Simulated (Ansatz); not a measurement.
Geometry optimisation, DFT PBEsol, scalar-relativistic, plane waves, PAW in Ansatz.

input.yaml

```yaml
crystal:
  lattice:
    - [6.6, 0.0, 0.0]
    - [0.0, 6.6, 0.0]
    - [0.0, 0.0, 6.6]
  atoms:
    - { symbol: Nb, position: [0.0, 0.0, 0.0] }
    - { symbol: Nb, position: [0.5, 0.0, 0.0] }
    - { symbol: Nb, position: [0.0, 0.5, 0.0] }
    - { symbol: Nb, position: [0.0, 0.0, 0.5] }
    - { symbol: Nb, position: [0.25, 0.25, 0.25] }
    - { symbol: Nb, position: [0.5, 0.5, 0.0] }
    - { symbol: Nb, position: [0.5, 0.0, 0.5] }
    - { symbol: Nb, position: [0.75, 0.25, 0.25] }
    - { symbol: Nb, position: [0.0, 0.5, 0.5] }
    - { symbol: Nb, position: [0.25, 0.75, 0.25] }
    - { symbol: Nb, position: [0.25, 0.25, 0.75] }
    - { symbol: Nb, position: [0.5, 0.5, 0.5] }
    - { symbol: Nb, position: [0.75, 0.75, 0.25] }
    - { symbol: Nb, position: [0.75, 0.25, 0.75] }
    - { symbol: Nb, position: [0.25, 0.75, 0.75] }
    - { symbol: Nb, position: [0.75, 0.75, 0.75] }
    - { symbol: H, position: [0.7453819, 0.1211971, 0.504191] }
basis:
  ecutwfc: 420.0
kpoints:
  mp_grid: { grid: [3, 3, 3] }
hamiltonian:
  xc: pbesol
scf:
  occupations: { method: gaussian, width: 0.1 }
  lower_state_search: "off"
relax:
  f_tol: 0.03
  max_steps: 60
  adjacent_minimum: "off"
output:
  write_density: true
  write_potential: true
  elf: true
  volumetric_format: npy
```

Launched with:

```bash
$ ansatz run input.yaml --threads 4 --pin off --max-ram 10240MiB --backend cpu --events-out ev --progress --plain --runs-dir out
```

Task: Where does it end, and by what steps?

Result: The run converged. The force dipped under the threshold on the way, but the program's further checks kept it going. Limits of this set-up: coarse k mesh, odd electron count without spin. After 4 steps the energy has fallen by 0.131 eV; Nb7 moved furthest, 0.06 Å.

```json
{"step": "0", "energy less start (eV)": "0.0000", "largest force component (eV/Å)": "1.168", "accepted": "yes"}
{"step": "1", "energy less start (eV)": "0.1112", "largest force component (eV/Å)": "1.074", "accepted": "no"}
{"step": "2", "energy less start (eV)": "-0.1250", "largest force component (eV/Å)": "0.151", "accepted": "yes"}
{"step": "3", "energy less start (eV)": "-0.1310", "largest force component (eV/Å)": "0.007", "accepted": "yes"}
{"step": "4", "energy less start (eV)": "-0.1310", "largest force component (eV/Å)": "0.007", "accepted": "yes"}
```

```xyz
17
Lattice="6.6000 0.0000 0.0000 0.0000 6.6000 0.0000 0.0000 0.0000 6.6000" Properties=species:S:1:pos:R:3
Nb -0.002 0.010 0.002
Nb 3.299 0.010 0.002
Nb -0.003 3.314 0.002
Nb 0.041 -0.039 3.302
Nb 1.648 1.637 1.652
Nb 3.300 3.314 0.002
Nb 3.255 -0.039 3.302
Nb 4.948 1.686 1.609
Nb 0.005 3.298 3.302
Nb 1.648 4.933 1.653
Nb 1.648 1.637 4.951
Nb 3.292 3.298 3.302
Nb 4.948 4.949 1.645
Nb 4.948 1.686 4.994
Nb 1.648 4.933 4.950
Nb 4.948 4.949 4.958
H 4.948 0.823 3.302
```

Whether the end is a true minimum wasn't checked by a vibrational analysis.

Run time: 84 s on 4 threads of Arm Neoverse V1, on a shared host, peak memory 1.3 GiB.
